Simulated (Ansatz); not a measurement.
CH3Cl2ISi, SMILES ClC[SiH](Cl)I, a single point from an input written key by key

Run with the Python package of Ansatz (0.2.0).

`deck_ch3cl2isi.py`
```python
'''CH3Cl2ISi through the session interface.'''

import ansatz

DECK = '''
crystal:
  periodic: [false, false, false]
  atoms:
    - { symbol: Cl, position_ang: [1.4752, 0.5598, 1.6999] }
    - { symbol: C, position_ang: [0.7815, -0.4701, 0.4189] }
    - { symbol: Si, position_ang: [-0.7923, 0.2319, -0.3029] }
    - { symbol: Cl, position_ang: [-1.5469, -1.1566, -1.5282] }
    - { symbol: I, position_ang: [-0.2942, 2.2293, -1.6416] }
    - { symbol: H, position_ang: [0.6106, -1.4253, 0.8846] }
    - { symbol: H, position_ang: [1.596, -0.591, -0.3286] }
    - { symbol: H, position_ang: [-1.7377, 0.5648, 0.7422] }
basis:
  gaussian: { orbitals: def2-SVP }
correlation:
  method: mp2
  electrons: all
'''

session = ansatz.Session.from_yaml(DECK)
summary = session.plan(threads=1).execute().report

for key in ('converged', 'free_energy_ev', 'reference_energy_ev', 'n_frozen', 'n_occupied', 'n_virtual'):
    print(f'{key:22s} {summary[key]}')
symbols = ['Cl', 'C', 'Si', 'Cl', 'I', 'H', 'H', 'H']
print('correlation energy', round(summary['free_energy_ev'] - summary['reference_energy_ev'], 5), 'eV')
cluster = summary['correlation'].get('coupled_cluster')
if cluster:
    print('cycles', cluster['cycles'], ' T1 diagnostic', round(cluster['t1_diagnostic'], 4), ' largest double', round(cluster['largest_double'], 4))
field = summary['mean_field']
print('<S^2> =', round(abs(field['state']['spin_squared']), 4), ' all-electron relativity setting:', field['relativity'])
print('passes:', field['passes'])
if 'symmetry' in field:
    print('occupied orbitals by irrep:', field['symmetry']['occupied'])
```

Output of `python deck_ch3cl2isi.py`:
```text
converged              True
free_energy_ev         -42029.118518524774
reference_energy_ev    -42011.08338431225
n_frozen               0
n_occupied             [41, 41]
n_virtual              [68, 68]
correlation energy -18.03513 eV
<S^2> = 0.0  all-electron relativity setting: none
passes: {'evaluations': 12, 'products': 38}
occupied orbitals by irrep: [{'A': 41}, {'A': 41}]
```

Caveats:
- These settings explore the input space; basis and method may be short of convergence.
- The geometry is a force-field or estimated start, not a minimum of this method, and the basis set is short of its limit.
- def2 sets replace the cores of elements past krypton by effective core potentials.
- Finished in 2.9 s on 1 thread of Intel(R) Xeon(R) Platinum 8488C (Sapphire Rapids), on a shared host, peak memory 0.28 GiB.

(Lines on the test bed's own set-up are left out of the output.)
